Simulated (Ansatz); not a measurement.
# CH9NOSi2: the cost of one run

Method: RKS PBE-D4/STO-3G, in Ansatz 0.2.0.

## (1) The starting structure

Bond lengths: C1–Si2 1.838 Å, Si2–O3 1.632 Å, O3–Si4 1.663 Å, Si4–N5 1.619 Å, C1–H6 1.170 Å, C1–H7 1.083 Å, C1–H8 1.040 Å, Si2–H9 1.506 Å, Si2–H10 1.459 Å, Si4–H11 1.535 Å, Si4–H12 1.471 Å, N5–H13 1.018 Å, N5–H14 1.048 Å. Angles (14 of 22 angles, heavy atoms first): C1–Si2–O3 111.6°, Si2–O3–Si4 142.7°, O3–Si4–N5 108.7°, C1–Si2–H9 108.8°, C1–Si2–H10 110.5°, O3–Si2–H9 108.8°, O3–Si2–H10 108.2°, Si2–C1–H6 107.8°, Si2–C1–H7 112.3°, Si2–C1–H8 111.9°, O3–Si4–H11 107.3°, O3–Si4–H12 108.8°, N5–Si4–H11 110.6°, N5–Si4–H12 110.2°.

Structure file:

```xyz
14

C    -1.7899    0.8116    1.2489
Si   -0.8060    1.2116   -0.2511
O     0.5081    0.2520   -0.3803
Si    0.9769   -1.3159   -0.6741
N     2.5862   -1.4112   -0.5302
H    -2.7042    1.5402    1.2823
H    -1.2380    0.9923    2.1633
H    -2.1736   -0.1547    1.2158
H    -0.3523    2.6449   -0.1663
H    -1.6149    1.0424   -1.4535
H     0.2880   -2.2012    0.3730
H     0.5654   -1.6859   -2.0367
H     2.9393   -0.7180   -1.1875
H     2.8021   -1.0372    0.4251
```

## (2) End point A

input.yaml reads:

```yaml
crystal:
  periodic: [false, false, false]
  atoms:
    - { symbol: C, position_ang: [-1.7899, 0.8116, 1.2489] }
    - { symbol: Si, position_ang: [-0.806, 1.2116, -0.2511] }
    - { symbol: O, position_ang: [0.5081, 0.252, -0.3803] }
    - { symbol: Si, position_ang: [0.9769, -1.3159, -0.6741] }
    - { symbol: "N", position_ang: [2.5862, -1.4112, -0.5302] }
    - { symbol: H, position_ang: [-2.7042, 1.5402, 1.2823] }
    - { symbol: H, position_ang: [-1.238, 0.9923, 2.1633] }
    - { symbol: H, position_ang: [-2.1736, -0.1547, 1.2158] }
    - { symbol: H, position_ang: [-0.3523, 2.6449, -0.1663] }
    - { symbol: H, position_ang: [-1.6149, 1.0424, -1.4535] }
    - { symbol: H, position_ang: [0.288, -2.2012, 0.373] }
    - { symbol: H, position_ang: [0.5654, -1.6859, -2.0367] }
    - { symbol: H, position_ang: [2.9393, -0.718, -1.1875] }
    - { symbol: H, position_ang: [2.8021, -1.0372, 0.4251] }
basis:
  gaussian: { orbitals: STO-3G }
hamiltonian:
  xc: pbe
  dispersion: d4
relax:
  f_tol: 0.015
  max_steps: 40
output:
  orbitals: {}
```

Command:

```
ansatz run input.yaml --threads 1 --pin off --max-ram 2048MiB --backend cpu --events-out ev --progress --plain --runs-dir out
```

What time and memory should one allow on 1 thread of AMD EPYC 9R45 (Zen 5), shared host?

About 20 s, with a peak of 0.17 GiB.
